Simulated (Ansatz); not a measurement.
**SnTe: a single-point run**

Wanted: a converged single-point run for SnTe, and a check of what comes out. The structure is shown as the input types it.

The COD entry's cell or inner coordinates are ideal or old and differ from later refinements, so a difference from it is no clean test against experiment.

Program: Ansatz 0.2.0. Level of theory: density functional or hybrid calculation with the settings of its input, plane waves (as first typed). These are calculated values, not measurements.

2 further runs of the same task are left out: 2 that didn't finish.

### Step 1. The system as given

It takes space group Fm-3m (No. 225, cubic). Conventional cell: a = 6.379 Å, b = 6.379 Å, c = 6.379 Å, α = 90.00°, β = 90.00°, γ = 90.00°. Sn (site symmetry m-3m) is surrounded by 6 Te at 3.19 Å. Around Te (site symmetry m-3m) lie 6 Sn at 3.19 Å.

Coordinates:

```cif
data_structure
_symmetry_space_group_name_H-M 'P 1'
_symmetry_Int_Tables_number 1
_cell_length_a 4.5104
_cell_length_b 4.5104
_cell_length_c 4.5104
_cell_angle_alpha 60.000
_cell_angle_beta 60.000
_cell_angle_gamma 60.000
_cell_volume 64.88
loop_
_atom_site_label
_atom_site_type_symbol
_atom_site_fract_x
_atom_site_fract_y
_atom_site_fract_z
_atom_site_occupancy
Sn1 Sn 0.00000 0.00000 0.00000 1
Te1 Te 0.50000 0.50000 0.50000 1
```

### Step 2. The calculation

File input.yaml:

```yaml
crystal:
  lattice:
    - [0.0, 3.1893545757, 3.1893545757]
    - [3.1893545757, 0.0, 3.1893545757]
    - [3.1893545757, 3.1893545757, 0.0]
  atoms:
    - { symbol: Sn, position: [0.0, 0.0, 0.0] }
    - { symbol: Te, position: [0.5, 0.5, 0.5] }
kpoints:
  mp_grid: { grid: [6, 6, 6] }
hamiltonian:
  xc: pbesol
scf:
  occupations: { method: gaussian, width: 1.5 }
  n_extra_bands: 4
output:
  forces: true
  stress: true
  eigenvalues: true
```

Launch:

```sh
$ ansatz run input.yaml --threads 4 --pin off --max-ram 3686MiB --backend cpu --events-out ev --progress --plain --runs-dir out
```

What happens when this is run?

This run ends as converged. Convergence says nothing about whether the input makes sense.

In the input, scf.occupations.method is gaussian; scf.occupations.width is 1.5. The width is far wider than usual, so occupations near the Fermi level are blurred and the entropy term grows.

To check: set scf.occupations.method to fermi_dirac and scf.occupations.width to 0.02.
